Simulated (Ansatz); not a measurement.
This script drives Ansatz's Python interface.

The script, `tlin_smear.py`:
```python
'''How the energy of TlIn depends on the smearing.'''

import warnings

import ansatz as az

warnings.simplefilter('ignore', az.DeckWarning)

lattice = az.Lattice.of(
    (1.706395, 0.985188, 5.575426),
    (-1.706395, 0.985188, 5.575426),
    (0.0, -1.970376, 5.575426),
)
sites = [
    ('Tl', (0.5, 0.5, 0.5)),
    ('In', (0.0, 0.0, 0.0)),
]
structure = az.Crystal(lattice=lattice)
for symbol, position in sites:
    structure = structure.atom(symbol, position)

job = structure.calculation()
job = job.functional(az.Functional.PBESOL)
job = job.pseudopotentials('paw')
job = job.kpoints(9, 9, 9).stress()

rows = []
for value in [0.5, 0.3, 0.2, 0.1]:
    rep = job.occupations('methfessel_paxton', width=value).run(threads=1).report
    rows.append((value, rep['free_energy_ev'] / len(rep['lattice']['sites']), rep['n_iterations'], sum(rep['stress_gpa'][i][i] for i in range(3)) / 3, rep['n_kpoints']))

print('  width (eV)   F/atom (eV)    iterations       P (GPa)      k-points')
for row in rows:
    print(f'{str(row[0]):>12s}  {row[1]:12.5f}  {row[2]:12d}  {row[3]:12.3f}  {row[4]:12d}')

# differences from the last row
for row in rows[:-1]:
    shift = 1000 * (row[1] - rows[-1][1])
    print(f'{row[0]}: {shift:+.2f} meV/atom' + ('  (within 2 meV)' if abs(shift) < 2 else ''))
```

It is started by `python tlin_smear.py`. Estimate its wall time and peak memory on 1 thread of Arm Neoverse V2, on a shared host.

It took about 16 s, with a peak of 0.43 GiB, for 4 runs of the engine.

`python tlin_smear.py` gives:
```text
  width (eV)   F/atom (eV)    iterations       P (GPa)      k-points
         0.5   -8410.51830             7        -1.420            85
         0.3   -8410.51704             7        -1.443            85
         0.2   -8410.51617             7        -1.454            85
         0.1   -8410.51505             7        -1.440            85
0.5: -3.25 meV/atom
0.3: -1.99 meV/atom  (within 2 meV)
0.2: -1.12 meV/atom  (within 2 meV)
```

Going from 0.1 to 0.5 eV changes F by -3.2 meV an atom. This scheme is built to cancel the term in the square of the width, so the shifts stay small and are partly the mesh's error. The pressure moves from -1.44 to -1.42 GPa.

Caveats:
- For a metal this k-point mesh is coarse: on a finer one energies can move by several to tens of meV an atom and pressures by half a GPa or more, differences at one mesh by less.
- The narrowest width needs the finest mesh, so the last row is no converged reference.
- Pressure is positive in compression.
- Spin-orbit coupling, which matters for elements this heavy, is left out.
- This cell is a computed structure, which may not be the phase found in nature.
